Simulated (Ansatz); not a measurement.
# N2Zr: the cost of one run

Method: def2-TZVPP, core rule «outside noble gas», up to 6 orbitals frozen; program: Ansatz 0.2.0, Gaussian basis.

To be run: UHF; CCSD(T) on RHF; CCSD(T) on UHF; CCSDT(Q) on RHF.

1 further run of the same task is left out (for a known fault of the program).

## (1) What is computed

The geometry is a PBE0/def2-TZVP stationary point (not a proven minimum). No spin-orbit coupling is included. Elements past krypton take def2 core potentials.

3 atoms, charge 0, spin multiplicity 1.

Atoms are counted from 1 here; the program's logs count them from 0.

Bond lengths: Zr1–N2 2.050 Å, N2–N3 1.125 Å. Angles: Zr1–N2–N3 180.0°.

## (2) UHF

Contents of in.yaml:

```yaml
crystal:
  periodic: [false, false, false]
  atoms:
    - {symbol: Zr, position_ang: [0.000000, 0.000000, 1.741771]}
    - {symbol: N, position_ang: [0.000000, 0.000000, -0.308549]}
    - {symbol: N, position_ang: [0.000000, 0.000000, -1.433222]}
basis:
  gaussian: {orbitals: def2-TZVPP}
magnetization: {spin_polarized: true, initial_magnetization: 0}
hamiltonian: {xc: hf}
output: {orbitals: {seedname: orbitals}}
```

On the command line:

```bash
ansatz run in.yaml --threads 1 --pin off --events-out ev --progress --plain --max-ram 4096MiB --backend cpu
```

What time and memory should one allow on 1 thread of AMD EPYC 7R13, shared host?

About 61 s, with a peak of 0.27 GiB.
